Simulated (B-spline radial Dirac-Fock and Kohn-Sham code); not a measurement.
**Elastic scattering of positrons by Ag**

Wanted: how strongly Ag scatters positrons elastically, and to which angles, at 4 energies.

Method: Dirac partial waves in the static field of the Dirac-Fock density, no polarisation or absorption; computed with B-spline radial Dirac-Fock and Kohn-Sham code, version 3.

**1. The atom as given**

The free silver atom, [Kr] 4d10 5s1.

```yaml
nuclear_charge: 47
electrons: 47
mass_number: 107
nuclear_rms_radius: 4.5454 fm
```

Outer shells as boxes (Hund's rule, for the drawing alone; heavy ions are jj-coupled, and the calculation averages over the configuration):

```
[Kr] core
4d [↑↓][↑↓][↑↓][↑↓][↑↓]
5s [↑ ]
```

**2. 125.0 eV**

Recorded inputs:

```ini
task = elastic
Z = 47
charge = 0
configuration = 1s2 2s2 2p6 3s2 3p6 3d10 4s2 4p6 4d10 5s1
mass_number = 107
rms_radius = 4.5454  # fm
projectile = positron
energy = 125.0  # eV
theta = [5, 10, 15, 20, 25, 30, 35, 40, 45, 50, 55, 60, 65, 70, 75, 80, 85, 90, 95, 100, 105, 110, 115, 120, 125, 130, 135, 140, 145, 150, 155, 160, 165, 170, 175]  # deg
```

Results of the run (chosen fields of its result record, rounded):

```text
{
  "status": "converged",
  "sigma [bohr^2]": 14.41,
  "transport1 [bohr^2]": 3.419,
  "transport2 [bohr^2]": 5.647,
  "backward [bohr^2]": 1.035,
  "dcs [bohr^2/sr]": [35.02, 24.37, 14.79, 8.579, 5.045, 3.104, 2.03, 1.418, 1.054, 0.8248, 0.6704, 0.56, 0.4767, 0.4116, 0.3594, 0.3171, 0.2823, 0.2536, 0.2297, 0.2097, 0.1929, 0.1787, 0.1666, 0.1564, 0.1476, 0.1402, 0.1338, 0.1284, 0.1239, 0.1201, 0.117, 0.1146, 0.1127, 0.1114, 0.1106],
  "sherman": [1.924e-06, 4.5e-06, 8.261e-06, 1.34e-05, 1.957e-05, 2.596e-05, 3.159e-05, 3.576e-05, 3.844e-05, 4.008e-05, 4.13e-05, 4.248e-05, 4.375e-05, 4.505e-05, 4.622e-05, 4.711e-05, 4.763e-05, 4.77e-05, 4.732e-05, 4.651e-05, 4.529e-05, 4.372e-05, 4.183e-05, 3.966e-05, 3.724e-05, 3.459e-05, 3.173e-05, 2.868e-05, 2.547e-05, 2.21e-05, 1.861e-05, 1.501e-05, 1.133e-05, 7.584e-06, 3.801e-06],
  "phases_minus [rad]": [0.3456, 1.442, -0.9979, -0.5783, -0.339],
  "phases_plus [rad]": [0.0, 1.441, -0.998, -0.5783, -0.339],
  "partial_waves": 44
}
```

**3. 6060 eV**

Settings, as recorded:

```ini
task = elastic
projectile = positron
energy = 6060.0  # eV
theta = [5, 10, 15, 20, 25, 30, 35, 40, 45, 50, 55, 60, 65, 70, 75, 80, 85, 90, 95, 100, 105, 110, 115, 120, 125, 130, 135, 140, 145, 150, 155, 160, 165, 170, 175]  # deg
```

Results of the run (chosen fields of its result record, rounded):

```text
{
  "status": "converged",
  "sigma [bohr^2]": 2.849,
  "transport1 [bohr^2]": 0.0937,
  "transport2 [bohr^2]": 0.2022,
  "backward [bohr^2]": 0.01512,
  "dcs [bohr^2/sr]": [26.53, 4.112, 1.182, 0.4878, 0.2373, 0.1309, 0.07991, 0.05259, 0.03653, 0.02642, 0.01972, 0.01511, 0.01183, 0.009454, 0.007688, 0.006353, 0.005328, 0.00453, 0.0039, 0.003398, 0.002994, 0.002665, 0.002397, 0.002176, 0.001994, 0.001842, 0.001717, 0.001613, 0.001527, 0.001458, 0.001401, 0.001357, 0.001324, 0.001301, 0.001287],
  "sherman": [3.101e-05, 0.000109, 0.0002041, 0.000306, 0.0004163, 0.0005255, 0.0006292, 0.0007263, 0.0008153, 0.0008946, 0.0009629, 0.00102, 0.001065, 0.001099, 0.001122, 0.001136, 0.00114, 0.001136, 0.001122, 0.001101, 0.001072, 0.001036, 0.0009923, 0.0009423, 0.000886, 0.0008241, 0.000757, 0.000685, 0.0006088, 0.0005289, 0.0004457, 0.0003598, 0.0002718, 0.0001821, 9.135e-05],
  "phases_minus [rad]": [-0.5871, 0.3966, 1.02, 1.444, -1.393],
  "phases_plus [rad]": [0.0, 0.3931, 1.016, 1.441, -1.395],
  "partial_waves": 246
}
```

**4. 18200 eV**

The run's settings:

```ini
task = elastic
projectile = positron
energy = 18200.0  # eV
theta = [5, 10, 15, 20, 25, 30, 35, 40, 45, 50, 55, 60, 65, 70, 75, 80, 85, 90, 95, 100, 105, 110, 115, 120, 125, 130, 135, 140, 145, 150, 155, 160, 165, 170, 175]  # deg
```

Results of the run (chosen fields of its result record, rounded):

```text
{
  "status": "converged",
  "sigma [bohr^2]": 1.447,
  "transport1 [bohr^2]": 0.02142,
  "transport2 [bohr^2]": 0.04974,
  "backward [bohr^2]": 0.002614,
  "dcs [bohr^2/sr]": [10.79, 1.236, 0.3317, 0.1271, 0.06057, 0.03284, 0.01937, 0.01218, 0.00807, 0.005589, 0.004019, 0.002985, 0.00228, 0.001783, 0.001425, 0.001161, 0.0009613, 0.0008086, 0.0006898, 0.0005962, 0.0005215, 0.0004614, 0.0004126, 0.0003727, 0.0003399, 0.0003128, 0.0002905, 0.0002721, 0.0002569, 0.0002446, 0.0002347, 0.0002269, 0.0002211, 0.000217, 0.0002146],
  "sherman": [7.555e-05, 0.0002648, 0.0005198, 0.0008082, 0.001091, 0.001373, 0.001658, 0.001941, 0.002217, 0.00248, 0.002724, 0.002945, 0.00314, 0.003306, 0.003441, 0.003543, 0.003611, 0.003647, 0.003649, 0.003619, 0.003557, 0.003465, 0.003345, 0.003197, 0.003023, 0.002826, 0.002607, 0.002369, 0.002112, 0.00184, 0.001554, 0.001257, 0.0009505, 0.0006374, 0.0003199],
  "phases_minus [rad]": [-0.05663, 0.7652, 1.244, 1.565, -1.343],
  "phases_plus [rad]": [0.0, 0.755, 1.235, 1.558, -1.349],
  "partial_waves": 409
}
```

**5. 38500 eV**

Recorded inputs:

```ini
task = elastic
projectile = positron
energy = 38500.0  # eV
theta = [5, 10, 15, 20, 25, 30, 35, 40, 45, 50, 55, 60, 65, 70, 75, 80, 85, 90, 95, 100, 105, 110, 115, 120, 125, 130, 135, 140, 145, 150, 155, 160, 165, 170, 175]  # deg
```

Results of the run (chosen fields of its result record, rounded):

```text
{
  "status": "converged",
  "sigma [bohr^2]": 0.8701,
  "transport1 [bohr^2]": 0.006999,
  "transport2 [bohr^2]": 0.017,
  "backward [bohr^2]": 0.0006925,
  "dcs [bohr^2/sr]": [4.559, 0.4883, 0.1234, 0.04517, 0.02032, 0.01046, 0.005951, 0.003657, 0.002387, 0.001634, 0.001163, 0.0008551, 0.0006467, 0.0005012, 0.0003969, 0.0003204, 0.0002633, 0.0002198, 0.0001862, 0.0001599, 0.000139, 0.0001223, 0.0001089, 9.79e-05, 8.893e-05, 8.157e-05, 7.551e-05, 7.053e-05, 6.645e-05, 6.314e-05, 6.048e-05, 5.84e-05, 5.684e-05, 5.575e-05, 5.511e-05],
  "sherman": [0.000129, 0.000453, 0.0008934, 0.001372, 0.001913, 0.002513, 0.003146, 0.003786, 0.004417, 0.005026, 0.005605, 0.006145, 0.006639, 0.007081, 0.007464, 0.007783, 0.008035, 0.008214, 0.008318, 0.008346, 0.008295, 0.008166, 0.00796, 0.007678, 0.007324, 0.0069, 0.006411, 0.005861, 0.005256, 0.004601, 0.003902, 0.003167, 0.002401, 0.001613, 0.0008104],
  "phases_minus [rad]": [0.3992, 1.081, 1.46, -1.43, -1.244],
  "phases_plus [rad]": [0.0, 1.061, 1.444, -1.442, -1.254],
  "partial_waves": 584
}
```

**6. Tables and plots**

```csv
energy (eV),σ (bohr²),first transport (bohr²),σ / transport,backward share (%),partial waves
125.0,14.4,3.42,4.22,7.18,44
6060,2.85,0.0937,30.4,0.531,246
18200,1.45,0.0214,67.6,0.181,409
38500,0.870,0.00700,124,0.0796,584
```

**7. Outcome**

| quantity | value |
| --- | --- |
| σ at 125.0 and 38500 eV | 14.4 and 0.870 bohr² |
| backward share there | 7.18 and 0.0796 % |
| largest Sherman function | 0.008 at 100°, 38500 eV |

**Reading.** The ratio of σ to the transport cross section, the collisions needed for the positron to lose its direction, goes from 4.2 at 125.0 eV to 120 at 38500 eV. The angular distributions show no deep diffraction minima on this grid. Spin polarisation by scattering stays small. Under about 200 eV a static field without polarisation is a poor model.
